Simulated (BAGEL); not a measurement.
**SiH2SeCl (SMILES Cl[SiH][SeH]) at UHF/6-31G(d) (density fitting with qzvpp-jkfit, spherical functions)**

What is the vertical doublet–quartet gap of SiH2SeCl at UHF/6-31G* (density fitting with qzvpp-jkfit, spherical functions)? 

Program for the calculation: BAGEL 1.2.2.

7 further runs of the same task are left out: 4 that didn't finish, 3 set aside as unsound or not needed.

## 1. The molecule

SiH2SeCl has 5 atoms, charge 0, and is taken as a doublet. As SMILES, `Cl[SiH][SeH]`. Geometry: relaxed at PBE0-D4/def2-TZVP. This is one conformer, not always the lowest.

Bond lengths: Cl1–Si2 2.061 Å, Si2–Se3 2.266 Å, Si2–H4 1.489 Å, Se3–H5 1.469 Å. Angles: Cl1–Si2–Se3 113.7°, Cl1–Si2–H4 107.9°, Se3–Si2–H4 104.8°, Si2–Se3–H5 93.1°.

## 2. The energy at UHF/6-31G(d) (density fitting with qzvpp-jkfit, spherical functions)

File calc.json:

```json
{ "bagel": [

{
  "title": "molecule",
  "basis": "6-31gs.json",
  "df_basis": "qzvpp-jkfit",
  "angstrom": true,
  "geometry": [
    { "atom": "Cl", "xyz": [   -2.098500,   -0.286100,    0.143900 ] },
    { "atom": "Si", "xyz": [   -0.121800,   -0.761200,   -0.193900 ] },
    { "atom": "Se", "xyz": [    1.300800,    0.972900,    0.128200 ] },
    { "atom": "H", "xyz": [    0.283800,   -1.778100,    0.815900 ] },
    { "atom": "H", "xyz": [    0.685700,    1.778800,   -0.935500 ] }
  ]
},
{
  "title": "uhf",
  "nopen": 1
},
{
  "title": "print",
  "file": "orbitals.molden",
  "orbitals": true
}

]}
```

The basis set 6-31G* is read from a file made from the Basis Set Exchange's data (not shown).

Command:

```console
$ BAGEL_NUM_THREADS=1 BAGEL calc.json > calc.out
```

The program printed:

```text
* using 1 threads per process

  ===============================================================
  ===============================================================

  *** Geometry ***

  { "atom" : "Cl", "xyz" : [     -3.965590,     -0.540651,      0.271932 ] },
  { "atom" : "Si", "xyz" : [     -0.230169,     -1.438460,     -0.366418 ] },
  { "atom" : "Se", "xyz" : [      2.458156,      1.838515,      0.242263 ] },
  { "atom" : "H", "xyz" : [      0.536304,     -3.360122,      1.541828 ] },
  { "atom" : "H", "xyz" : [      1.295785,      3.361445,     -1.767839 ] },

  Number of auxiliary basis functions:      558

  Since a DF basis is specified, we compute 2- and 3-index integrals:
    o Being stored without compression. Storage requirement is 0.023 GB

  Number of basis functions:       72
  Number of electrons      :       67

    * METHOD: MOLECULE                             0.29

  *** Open-shell HF ***

  === Nuclear Repulsion ===
   288.2418347740

      * DIIS with orbital gradients will be used.

  === UHF iteration (6-31gs.json) ===
      0      -3149.03625587          0.02112479           0.19
      1      -3149.11333346          0.01104423           0.19
      2      -3149.12863792          0.00600463           0.18
      3      -3149.13249940          0.00099499           0.19
      4      -3149.13321819          0.00036075           0.19
      5      -3149.13331864          0.00013139           0.17
      6      -3149.13334868          0.00004379           0.19
      7      -3149.13335417          0.00001716           0.18
      8      -3149.13335560          0.00000678           0.18
      9      -3149.13335599          0.00000252           0.19
     10      -3149.13335604          0.00000157           0.18
     11      -3149.13335606          0.00000085           0.19
     12      -3149.13335607          0.00000035           0.19
     13      -3149.13335607          0.00000016           0.19
     14      -3149.13335607          0.00000009           0.19
     15      -3149.13335607          0.00000005           0.19
     16      -3149.13335607          0.00000002           0.20
     17      -3149.13335607          0.00000001           0.19
     18      -3149.13335607          0.00000001           0.19
    * SCF iteration converged.

    * S^2 (UHF) is 0.7559

    * Permanent dipole moment:
           (   -0.359708,     0.208257,     0.385939) a.u.

    * METHOD: UHF                                  3.83

    * METHOD: PRINT                                0.01

  ===============================================================
```

It took 4.5 s on 1 thread of Arm Neoverse V2, shared host.

## 3. The quartet at the same level

File input.json:

```json
{ "bagel" : [

{
  "title" : "molecule",
  "basis" : "6-31gs.json",
  "df_basis" : "qzvpp-jkfit",
  "angstrom" : true,
  "geometry" : [
    { "atom" : "Cl", "xyz" : [      -2.098500,      -0.286100,       0.143900 ] },
    { "atom" : "Si", "xyz" : [      -0.121800,      -0.761200,      -0.193900 ] },
    { "atom" : "Se", "xyz" : [       1.300800,       0.972900,       0.128200 ] },
    { "atom" : "H", "xyz" : [       0.283800,      -1.778100,       0.815900 ] },
    { "atom" : "H", "xyz" : [       0.685700,       1.778800,      -0.935500 ] }
  ]
},

{ "title" : "uhf", "charge" : 0, "nopen" : 3 },

{ "title" : "print", "file" : "orbitals.molden", "orbitals" : true }

]}
```

The basis set 6-31G* is read from a file made from the Basis Set Exchange's data (not shown).

Command:

```console
$ BAGEL_NUM_THREADS=1 BAGEL input.json > input.out
```

The program printed:

```text
* using 1 threads per process

  ===============================================================
  ===============================================================

  *** Geometry ***

  { "atom" : "Cl", "xyz" : [     -3.965590,     -0.540651,      0.271932 ] },
  { "atom" : "Si", "xyz" : [     -0.230169,     -1.438460,     -0.366418 ] },
  { "atom" : "Se", "xyz" : [      2.458156,      1.838515,      0.242263 ] },
  { "atom" : "H", "xyz" : [      0.536304,     -3.360122,      1.541828 ] },
  { "atom" : "H", "xyz" : [      1.295785,      3.361445,     -1.767839 ] },

  Number of auxiliary basis functions:      558

  Since a DF basis is specified, we compute 2- and 3-index integrals:
    o Being stored without compression. Storage requirement is 0.023 GB

  Number of basis functions:       72
  Number of electrons      :       67

    * METHOD: MOLECULE                             0.29

  *** Open-shell HF ***

  === Nuclear Repulsion ===
   288.2418347740

      * DIIS with orbital gradients will be used.

  === UHF iteration (6-31gs.json) ===
      0      -3148.84867577          0.01749449           0.19
      1      -3148.91919900          0.00826554           0.19
      2      -3148.93321465          0.00427796           0.19
      3      -3148.93635169          0.00098190           0.19
      4      -3148.93774317          0.00036900           0.19
      5      -3148.93801769          0.00021635           0.19
      6      -3148.93821144          0.00011567           0.19
      7      -3148.93827086          0.00007310           0.18
      8      -3148.93829474          0.00004335           0.18
      9      -3148.93830170          0.00002630           0.18
     10      -3148.93830348          0.00001695           0.18
     11      -3148.93830469          0.00001160           0.19
     12      -3148.93830527          0.00000854           0.19
     13      -3148.93830578          0.00000665           0.19
     14      -3148.93830609          0.00000600           0.18
     15      -3148.93830637          0.00000532           0.19
     16      -3148.93830679          0.00000438           0.19
     17      -3148.93830709          0.00000320           0.19
     18      -3148.93830721          0.00000246           0.19
     19      -3148.93830728          0.00000171           0.19
     20      -3148.93830730          0.00000120           0.19
     21      -3148.93830731          0.00000087           0.19
     22      -3148.93830732          0.00000052           0.18
     23      -3148.93830732          0.00000036           0.19
     24      -3148.93830733          0.00000023           0.19
     25      -3148.93830733          0.00000019           0.19
     26      -3148.93830733          0.00000013           0.19
     27      -3148.93830733          0.00000008           0.19
     28      -3148.93830733          0.00000006           0.19
     29      -3148.93830733          0.00000003           0.19
     30      -3148.93830733          0.00000002           0.19
     31      -3148.93830733          0.00000001           0.18
     32      -3148.93830733          0.00000001           0.18
    * SCF iteration converged.

    * S^2 (UHF) is 3.7705

    * Permanent dipole moment:
           (   -0.391703,     0.420002,     0.194301) a.u.

    * METHOD: UHF                                  6.42

    * METHOD: PRINT                                0.01

  ===============================================================
```

It took 6.9 s on 1 thread of Arm Neoverse V2, shared host.

## 4. Summary of results

Level: UHF/6-31G* (density fitting with qzvpp-jkfit, spherical functions).

| quantity | value |
| --- | --- |
| doublet: total energy | -3149.13336 Eh |
| doublet: dipole moment | 1.44 D |
| doublet: ⟨S²⟩ | 0.756 |
| quartet: total energy | -3148.93831 Eh |
| quartet: dipole moment | 1.54 D |
| quartet: ⟨S²⟩ | 3.771 |
| vertical energy of the quartet above the doublet | 5.308 eV |

At this shape the quartet lies 5.31 eV (122 kcal/mol) above the doublet.
